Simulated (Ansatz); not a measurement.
A run of Ansatz 0.2.0:

Contents of input.yaml:

```yaml
crystal:
  lattice:
    - [5.27743, 0.0, 0.0]
    - [-2.63872, 4.57039, 0.0]
    - [0.0, 0.0, 10.55905]
  atoms:
    - { symbol: Hf, position: [0.66667, 0.33333, 0.0] }
    - { symbol: In, position: [0.0, 0.0, 0.30446] }
    - { symbol: In, position: [0.0, 0.0, 0.69554] }
    - { symbol: In, position: [0.33333, 0.66667, 0.78919] }
    - { symbol: In, position: [0.33333, 0.66667, 0.21081] }
    - { symbol: Si, position: [0.0, 0.0, 0.0] }
    - { symbol: O, position: [0.973, 0.70496, 0.89972] }
    - { symbol: O, position: [0.29504, 0.027, 0.10028] }
    - { symbol: O, position: [0.29504, 0.26804, 0.89972] }
    - { symbol: O, position: [0.73196, 0.70496, 0.10028] }
    - { symbol: O, position: [0.73196, 0.027, 0.89972] }
    - { symbol: O, position: [0.973, 0.26804, 0.10028] }
hamiltonian:
  xc: { exchange: pbe, correlation: pbe, exx: { coeff: 0.25, omega: 0.3 } }
  pseudopotentials: { kind: paw }
kpoints:
  mp_grid: { grid: [3, 3, 1] }
scf:
  occupations: { method: fermi_dirac, width: 0.05 }
output:
  forces: true
  stress: true
  eigenvalues: true
  write_density: true
  write_potential: true
  elf: true
  volumetric_format: npy
```

Potentials or basis: Ansatz PAW.

Launch:

```bash
$ ansatz run input.yaml --threads 8 --pin off --max-ram 20480MiB --backend cpu --events-out ev --progress --plain --runs-dir out
```

Hardware: 8 threads of AMD EPYC 7R43 64-Core Processor (Zen 3) (shared host).

**Question.** How long does it take, and how much memory?

**Answer.** It took 20 s on 8 threads of AMD EPYC 7R43 64-Core Processor (Zen 3), with other jobs on the host, peak memory 1.8 GiB. Counts: scf iterations 29, plane waves 5021, k points 3, bands 71.
